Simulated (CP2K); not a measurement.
Input of a CP2K 2026.2 run:

hfin4sio6_vcrelax.inp

```
&GLOBAL
  PROJECT hfin4sio6_vcrelax
  RUN_TYPE CELL_OPT
  PRINT_LEVEL LOW
&END GLOBAL
&FORCE_EVAL
  METHOD QS
  STRESS_TENSOR ANALYTICAL
  &DFT
    BASIS_SET_FILE_NAME BASIS_MOLOPT_UZH
    POTENTIAL_FILE_NAME GTH_POTENTIALS
    &MGRID
      CUTOFF 600
      REL_CUTOFF 60
      NGRIDS 4
    &END MGRID
    &QS
      METHOD GPW
      EPS_DEFAULT 1.0E-9
      EXTRAPOLATION USE_PREV_P
    &END QS
    &KPOINTS
      SCHEME MONKHORST-PACK 5 5 3
      GAMMA_CENTERED T
    &END KPOINTS
    &SCF
      SCF_GUESS ATOMIC
      EPS_SCF 1.0E-6
      MAX_SCF 100
      ADDED_MOS 33
      CHOLESKY OFF
      EPS_EIGVAL 1.0E-7
      &DIAGONALIZATION ON
        ALGORITHM STANDARD
      &END DIAGONALIZATION
      &MIXING ON
        METHOD BROYDEN_MIXING
        ALPHA 0.4
        BETA 1.5
        NBUFFER 8
      &END MIXING
      &SMEAR ON
        METHOD FERMI_DIRAC
        ELECTRONIC_TEMPERATURE [K] 580.226
      &END SMEAR
    &END SCF
    &XC
      &XC_FUNCTIONAL
        &LDA_X
        &END LDA_X
        &LDA_C_PW
        &END LDA_C_PW
      &END XC_FUNCTIONAL
    &END XC
    &PRINT
      &KPOINTS ON
      &END KPOINTS
      &MULLIKEN ON
        &EACH
          CELL_OPT 0
        &END EACH
        ADD_LAST NUMERIC
      &END MULLIKEN
      &MO ON
        ENERGIES T
        OCCUPATION_NUMBERS T
        &EACH
          QS_SCF 0
          CELL_OPT 0
        &END EACH
        ADD_LAST NUMERIC
      &END MO
    &END PRINT
  &END DFT
  &SUBSYS
    &CELL
      ABC 5.4313425004 5.4313425004 7.6360986332
      ALPHA_BETA_GAMMA 96.9824563847 96.9824563853 119.9953340032
      PERIODIC XYZ
    &END CELL
    &COORD
      SCALED
      Hf  0.7883500000 0.2116500000 0.0000000000
      In  0.6217500000 0.3782500000 0.5000000000
      In  0.4550200000 0.5449800000 0.0000000000
      In  0.2840700000 0.7159300000 0.5000000000
      In  0.9581400000 0.0418600000 0.5000000000
      Si  0.1216800000 0.8783200000 0.0000000000
      O   0.0621900000 0.1141500000 0.8666600000
      O   0.8858500000 0.9378100000 0.1333400000
      O   0.7949000000 0.5378400000 0.8666300000
      O   0.4621600000 0.2051000000 0.1333700000
      O   0.1535200000 0.6287900000 0.1333300000
      O   0.3712100000 0.8464800000 0.8666700000
    &END COORD
    &KIND Hf
      BASIS_SET DZVP-MOLOPT-PBE-GTH-q12
      POTENTIAL GTH-PADE-q12
    &END KIND
    &KIND In
      BASIS_SET DZVP-MOLOPT-PBE-GTH-q13
      POTENTIAL GTH-PADE-q13
    &END KIND
    &KIND Si
      BASIS_SET DZVP-MOLOPT-PBE-GTH-q4
      POTENTIAL GTH-PADE-q4
    &END KIND
    &KIND O
      BASIS_SET DZVP-MOLOPT-PBE-GTH-q6
      POTENTIAL GTH-PADE-q6
    &END KIND
    &PRINT
      &ATOMIC_COORDINATES ON
      &END ATOMIC_COORDINATES
      &CELL ON
      &END CELL
    &END PRINT
  &END SUBSYS
  &PRINT
    &FORCES ON
    &END FORCES
    &STRESS_TENSOR ON
    &END STRESS_TENSOR
  &END PRINT
&END FORCE_EVAL
&MOTION
  &CELL_OPT
    OPTIMIZER BFGS
    MAX_ITER 40
    MAX_FORCE [eV*angstrom^-1] 0.03
    RMS_FORCE [eV*angstrom^-1] 0.03
    MAX_DR 1.0E-2
    RMS_DR 1.0E-2
    EXTERNAL_PRESSURE [bar] 0.0
    PRESSURE_TOLERANCE [bar] 200
  &END CELL_OPT
  &PRINT
    &TRAJECTORY ON
    &END TRAJECTORY
    &CELL ON
    &END CELL
    &FORCES ON
    &END FORCES
    &STRESS ON
    &END STRESS
    &RESTART OFF
    &END RESTART
    &RESTART_HISTORY OFF
    &END RESTART_HISTORY
  &END PRINT
&END MOTION
```

Potentials or basis: GTH_POTENTIALS Hf GTH-PADE-q12, In GTH-PADE-q13, Si GTH-PADE-q4, O GTH-PADE-q6; DZVP-MOLOPT-PBE-GTH basis.

Launch:

```bash
$ OMP_NUM_THREADS=1 mpirun -n 6 cp2k.psmp -i hfin4sio6_vcrelax.inp -o hfin4sio6_vcrelax.out
```

Q: What does it give for the band gap on the k mesh?

A: None (metal or under the smearing width).

Q: Predict the relaxed volume.

A: 14.25 Å³/atom.

Q: Estimate the space group after relaxing (to 0.05 Å).

A: C2 (No. 5).

Step by step:
| step | energy change (eV) | largest force (eV/Å) | volume (Å³) |
| --- | --- | --- | --- |
| 1 | 0.0000 | 0.4494 | 189.24 |
| 2 | -0.1275 | 0.2827 | 187.11 |
| 3 | -0.3602 | 0.6175 | 177.63 |
| 4 | -0.3787 | 0.4343 | 178.25 |
| 5 | -0.4136 | 0.1338 | 177.83 |
| 6 | -0.4412 | 0.1669 | 176.03 |
| 7 | -0.4559 | 0.2373 | 174.24 |
| 8 | -0.4688 | 0.2333 | 172.75 |
| 9 | -0.4895 | 0.1699 | 170.96 |
| 10 | -0.5111 | 0.1348 | 170.00 |
| 11 | -0.5239 | 0.1595 | 170.49 |
| 12 | -0.5274 | 0.1313 | 171.15 |
| 13 | -0.5287 | 0.1029 | 171.44 |
| 14 | -0.5301 | 0.0718 | 171.57 |
| 15 | -0.5312 | 0.0374 | 171.40 |
| 16 | -0.5316 | 0.0302 | 171.14 |
| 17 | -0.5317 | 0.0212 | 171.03 |
| 18 | -0.5317 | 0.0212 | 171.03 |

Caveat: the basis of atomic orbitals isn't converged, which shifts pressures, moduli and gaps. The run has no spin-orbit coupling, so splittings on Hf are missing.
